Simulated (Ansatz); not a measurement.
# C2H5InO (SMILES C[C](=O)[InH2]) at r2SCAN0/def2-SVP (core potential)

Aim: the electronic atomisation energy of C2H5InO at r2SCAN0/def2-SVP (core potential), from 5 runs. 

The calculation is run with Ansatz 0.2.0.

62 further runs of the same task are left out: 62 set aside as unsound or not needed.

### Step 1. The system as given

C2H5InO: 9 atoms, total charge 0, spin state singlet. SMILES: `C[C](=O)[InH2]`. Geometry: relaxed at PBE0-D4/def2-TZVP.

Bond lengths: C1–C2 1.499 Å, C2–O3 1.209 Å, C2–In4 2.211 Å, C1–H5 1.093 Å, C1–H6 1.095 Å, C1–H7 1.095 Å, In4–H8 1.725 Å, In4–H9 1.725 Å. Some angles: C1–C2–O3 122.1°, C1–C2–In4 127.4°, O3–C2–In4 110.5°, C2–C1–H5 111.2°, C2–C1–H6 109.2°, C2–C1–H7 109.1°, C2–In4–H8 118.8°, C2–In4–H9 118.8°, H5–C1–H6 110.2°, H5–C1–H7 110.2°.

### Step 2. The energy at r2SCAN0/def2-SVP (core potential)

job.yaml

```yaml
crystal:
  periodic: [false, false, false]
  atoms:
    - {symbol: C, position_ang: [0.344400, 1.188000, -0.839100]}
    - {symbol: C, position_ang: [0.607000, -0.087100, -0.096200]}
    - {symbol: O, position_ang: [1.705800, -0.590300, -0.051600]}
    - {symbol: In, position_ang: [-0.847800, -1.304800, 1.038800]}
    - {symbol: H, position_ang: [1.255300, 1.565500, -1.309800]}
    - {symbol: H, position_ang: [-0.427200, 1.011100, -1.595100]}
    - {symbol: H, position_ang: [-0.058700, 1.931600, -0.144300]}
    - {symbol: H, position_ang: [-1.599800, -2.644700, 0.254600]}
    - {symbol: H, position_ang: [-0.978900, -1.069400, 2.742600]}
basis:
  gaussian:
    orbitals: def2-SVP
hamiltonian:
  xc: {name: r2SCAN0}
accuracy: high
output: {orbitals: {seedname: orbitals}}
```

Command:

```
$ ansatz run job.yaml --threads 1 --pin off --max-ram 3480MiB --events-out events.jsonl --progress --plain --runs-dir runs
```

Log:

```text
Warning: RAYON_NUM_THREADS=1 ignored (pool sized by the plan → 1); use --threads N
Functional definition: r2SCAN0
  name "r2SCAN0"
  parameter a = 0.25
  parameter k0 = 0.174
  parameter k1 = 0.065
  parameter a1 = 4.9479
  exchange = (1 - a)*r2scan_x(k0 = k0, k1 = k1, a1 = a1) + a*exact_x
  correlation = r2scan_c
2299 factors; integrals over basis functions are off by at most 8.2e-9 eV
mean field evaluation 1: about -9364.6569 eV, gradient 4.6e1 eV
mean field evaluation 2: about -9345.1823 eV, gradient 9.9e1 eV
mean field evaluation 4: about -9369.4649 eV, gradient 5.4e0 eV
mean field evaluation 8: about -9369.7222 eV, gradient 7.9e-1 eV
mean field evaluation 16: about -9369.7241 eV, gradient 1.0e-4 eV
mean field -9369.72409173 eV, -344.3310093441 hartree, gradient 1.6e-8 eV, S^2 0.000000; 0 other end points of the search recorded, 0 dependent functions left out
reference -9369.72409263 eV, -344.3310093772 hartree; 23, 23 occupied and 70, 70 virtual orbitals, 2299 factors
Total energy: -9369.72409263 eV, -344.3310093772 hartree
```

It took 19 s on 1 thread of Arm Neoverse V2, shared host; peak memory 0.41 GiB.

### Step 3. The C atom at the same level

molecule.yaml

```yaml
basis:
  gaussian:
    orbitals: def2-SVP
crystal:
  periodic: [false, false, false]
  atoms:
    - symbol: C
      position_ang: [0.000000, 0.000000, 0.000000]
magnetization:
  spin_polarized: true
  initial_magnetization: 2
hamiltonian:
  xc: {name: r2SCAN0}
accuracy: high
```

Command:

```
$ ansatz run molecule.yaml --threads 1 --pin off --max-ram 3480MiB --events-out events.jsonl --progress --plain --runs-dir runs
```

Log, cut to the lines that bear on the results:

```text
Warning: RAYON_NUM_THREADS=1 ignored (pool sized by the plan → 1); use --threads N
[... 8 set-up lines as earlier in the session ...]
95 factors; integrals over basis functions are off by at most 1.9e-9 eV
mean field evaluation 1: about -1028.1900 eV, gradient 3.9e0 eV
mean field evaluation 2: about -1028.2704 eV, gradient 7.1e-1 eV
mean field evaluation 4: about -1028.2723 eV, gradient 1.9e-1 eV
mean field evaluation 8: about -1028.2726 eV, gradient 6.3e-5 eV
mean field -1028.27257335 eV, -37.7883200824 hartree, gradient 3.7e-8 eV, S^2 2.004687; 0 other end points of the search recorded, 0 dependent functions left out
reference -1028.27257397 eV, -37.7883201053 hartree; 4, 2 occupied and 10, 12 virtual orbitals, 95 factors
Total energy: -1028.27257397 eV, -37.7883201053 hartree
```

Wall time 0.78 s (1 thread of Arm Neoverse V2, shared host).

### Step 4. The H atom at the same level

input.yaml

```yaml
crystal:
  periodic: [false, false, false]
  atoms:
    - {symbol: H, position_ang: [0.000000, 0.000000, 0.000000]}
basis:
  gaussian:
    orbitals: def2-SVP
magnetization:
  spin_polarized: true
  initial_magnetization: 1
accuracy: high
hamiltonian:
  xc: {name: r2SCAN0}
```

Run the same way, it converges to -0.49923 Eh (log not shown).

### Step 5. The In atom at the same level

job.yaml

```yaml
crystal:
  periodic: [false, false, false]
  atoms:
    - symbol: In
      position_ang: [0.000000, 0.000000, 0.000000]
basis:
  gaussian: {orbitals: def2-SVP}
magnetization: {spin_polarized: true, initial_magnetization: 1}
hamiltonian: {xc: {name: r2SCAN0}}
accuracy: high
```

Run the same way, it converges to -190.14442 Eh (log not shown).

### Step 6. The O atom, same level

in.yaml

```yaml
crystal:
  periodic: [false, false, false]
  atoms:
    - {symbol: O, position_ang: [0.000000, 0.000000, 0.000000]}
basis:
  gaussian: {orbitals: def2-SVP}
magnetization: {spin_polarized: true, initial_magnetization: 2}
hamiltonian: {xc: {name: r2SCAN0}}
accuracy: high
```

Command:

```
$ ansatz run in.yaml --threads 1 --pin off --max-ram 3480MiB --events-out events.jsonl --progress --plain --runs-dir runs
```

Log, cut to the lines that bear on the results:

```text
Warning: RAYON_NUM_THREADS=1 ignored (pool sized by the plan → 1); use --threads N
[... 8 set-up lines as earlier in the session ...]
95 factors; integrals over basis functions are off by at most 1.3e-9 eV
mean field evaluation 1: about -2039.7177 eV, gradient 5.4e0 eV
mean field evaluation 2: about -2039.8034 eV, gradient 1.6e0 eV
mean field evaluation 4: about -2039.8136 eV, gradient 4.1e-2 eV
mean field evaluation 8: about -2039.8152 eV, gradient 1.1e-3 eV
mean field -2039.81523449 eV, -74.9618272309 hartree, gradient 6.0e-8 eV, S^2 2.003523; 0 other end points of the search recorded, 0 dependent functions left out
reference -2039.81523463 eV, -74.9618272363 hartree; 5, 3 occupied and 9, 11 virtual orbitals, 95 factors
Total energy: -2039.81523463 eV, -74.9618272363 hartree
```

It took 0.72 s on 1 thread of Arm Neoverse V2, shared host; peak memory 0.096 GiB.

### Step 7. What came out

Level: r2SCAN0/def2-SVP (core potential).

| quantity | value |
| --- | --- |
| molecule: total energy | -344.33101 Eh |
| molecule: HOMO energy | -6.35 eV |
| molecule: LUMO energy | -1.55 eV |
| molecule: HOMO–LUMO gap | 4.80 eV |
| C atom: total energy | -37.78832 Eh |
| C atom: ⟨S²⟩ | 2.005 |
| H atom: total energy | -0.49923 Eh |
| H atom: ⟨S²⟩ | 0.750 |
| In atom: total energy | -190.14442 Eh |
| In atom: ⟨S²⟩ | 0.755 |
| O atom: total energy | -74.96183 Eh |
| O atom: ⟨S²⟩ | 2.004 |
| electronic atomisation energy | 31.347 eV |

**Reading.** Taking the molecule apart into free atoms costs 31.35 eV (3025 kJ/mol), before zero-point energy and without spin-orbit coupling.
